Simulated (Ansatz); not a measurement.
# C₂H₅AlGe: basis-set convergence

An exercise on one series of results from a longer session: the logs are not shown, and one member is left open.

Program: Ansatz 0.2.0, Gaussian basis. Level of theory: one geometry, several basis sets. These are calculated values, not measurements.

The runs, in order: PBE0-D4/def2-SVP; ωB97M-V/def2-SVP; PBE0-D4/def2-QZVPP; ωB97M-V/def2-QZVPP; the functionals' def2-TZVPP values are taken from earlier runs.

**The relaxed structure**

An earlier PBE0-D4 in a triple-zeta def2 set relaxation fixed the geometry.

SMILES `C#[C][AlH][GeH3]`, 9 atoms, charge 0, spin multiplicity 1.

Atoms are counted from 1 here; the program's logs count them from 0.

Bond lengths: C1–C2 1.211 Å, C1–H5 1.067 Å, C2–Al3 1.905 Å, Al3–Ge4 2.470 Å, Al3–H6 1.582 Å, Ge4–H7 1.540 Å, Ge4–H8 1.541 Å, Ge4–H9 1.543 Å. Angles: C2–C1–H5 179.8°, C1–C2–Al3 178.5°, C2–Al3–Ge4 118.3°, C2–Al3–H6 118.4°, Ge4–Al3–H6 123.4°, Al3–Ge4–H7 112.6°, Al3–Ge4–H8 112.7°, Al3–Ge4–H9 110.5°, H7–Ge4–H8 107.5°, H7–Ge4–H9 106.7°, H8–Ge4–H9 106.6°.

As a file:

```csv
atom,x (Å),y (Å),z (Å)
C1,-0.2562,1.1511,-2.7001
C2,0.0569,1.0520,-1.5341
Al3,0.5260,0.8508,0.3015
Ge4,-0.1227,-1.2366,1.4527
H5,-0.5299,1.2424,-3.7271
H6,1.2910,2.0373,1.0164
H7,-0.0609,-2.4655,0.5267
H8,0.7588,-1.5366,2.6804
H9,-1.5746,-1.1411,1.9665
```

The first run:

in.yaml reads:

```yaml
crystal:
  periodic: [false, false, false]
  atoms:
    - {symbol: C, position_ang: [-0.256191, 1.151106, -2.700055]}
    - {symbol: C, position_ang: [0.056881, 1.051951, -1.534064]}
    - {symbol: Al, position_ang: [0.526037, 0.850804, 0.301514]}
    - {symbol: Ge, position_ang: [-0.122680, -1.236593, 1.452716]}
    - {symbol: H, position_ang: [-0.529923, 1.242433, -3.727089]}
    - {symbol: H, position_ang: [1.291041, 2.037284, 1.016397]}
    - {symbol: H, position_ang: [-0.060858, -2.465474, 0.526717]}
    - {symbol: H, position_ang: [0.758768, -1.536648, 2.680394]}
    - {symbol: H, position_ang: [-1.574574, -1.141064, 1.966470]}
basis:
  gaussian: {orbitals: def2-SVP}
hamiltonian: {xc: pbe0, dispersion: d4}
output: {orbitals: {seedname: orbitals}}
```

On the command line:

```
ansatz run in.yaml --threads 2 --pin off --events-out ev --progress --plain --max-ram 4352MiB
```

Steps of the session up to this table: PBE0-D4 in def2-SVP; ωB97M-V in def2-SVP; PBE0-D4 in def2-QZVPP; ωB97M-V in def2-QZVPP.

One table of the session follows, with a row left open; its other results are not shown here.

| functional | basis | HOMO (eV) | LUMO (eV) |
| --- | --- | --- | --- |
| PBE0-D4 | def2-SVP | -7.51 | -2.11 |
| PBE0-D4 | def2-TZVPP | -7.55 | -2.14 |
| PBE0-D4 | def2-QZVPP | ? | ? |
| ωB97M-V | def2-SVP | -9.50 | -0.38 |
| ωB97M-V | def2-TZVPP | -9.56 | -0.45 |
| ωB97M-V | def2-QZVPP | -9.57 | -0.51 |

Estimate the missing values for PBE0-D4, def2-QZVPP.

**Answer.** HOMO (eV): -7.55; LUMO (eV): -2.15.
